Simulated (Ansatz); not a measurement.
# TiH+ (triplet): the correlation ladder, def2-TZVPP

One table from this session's results is given with a row withheld; the runs are named, their logs left out.

The runs use Ansatz 0.2.0, Gaussian basis; def2-TZVPP, core rule «outside noble gas», up to 9 orbitals frozen.

Plan: UHF; ROHF; CCSD(T) on UHF.

2 further runs of the same task are left out: 2 set aside as unsound or not needed.

### What is computed

The geometry is a PBE0/def2-TZVP stationary point (not a proven minimum) of the parent state, kept for this charge and spin.

2 atoms, charge 1, spin multiplicity 3.

Atoms are counted from 1 here; the program's logs count them from 0.

Bond lengths: Ti1–H2 1.696 Å.

The first run:

Contents of in.yaml:

```yaml
crystal:
  periodic: [false, false, false]
  atoms:
    - {symbol: Ti, position_ang: [0.000000, 0.000000, 0.000000]}
    - {symbol: H, position_ang: [0.000000, 0.000000, 1.696000]}
basis:
  gaussian: {orbitals: def2-TZVPP}
total_charge: 1
magnetization: {spin_polarized: true, initial_magnetization: 2}
hamiltonian: {xc: hf}
output: {orbitals: {seedname: orbitals}}
```

Command:

```console
$ ansatz run in.yaml --threads 1 --pin off --events-out ev --progress --plain --max-ram 3968MiB --backend cpu
```

Steps of the session up to this table: UHF; ROHF; CCSD(T) on UHF.

One table of the session follows, with a row left open; its other results are not shown here.

It belongs to the step «Misses and costs». 

```
  method  from UCCSD(T) (meV)
    ROHF                    ?
     UHF              +1559.4
    UMP2               +378.7
   UCCSD                +31.3
UCCSD(T)                    0
```

**Question.** Estimate the row for ROHF.

As computed: from UCCSD(T) (meV): +1694.7. In the column «from UCCSD(T) (meV)» it is the highest.
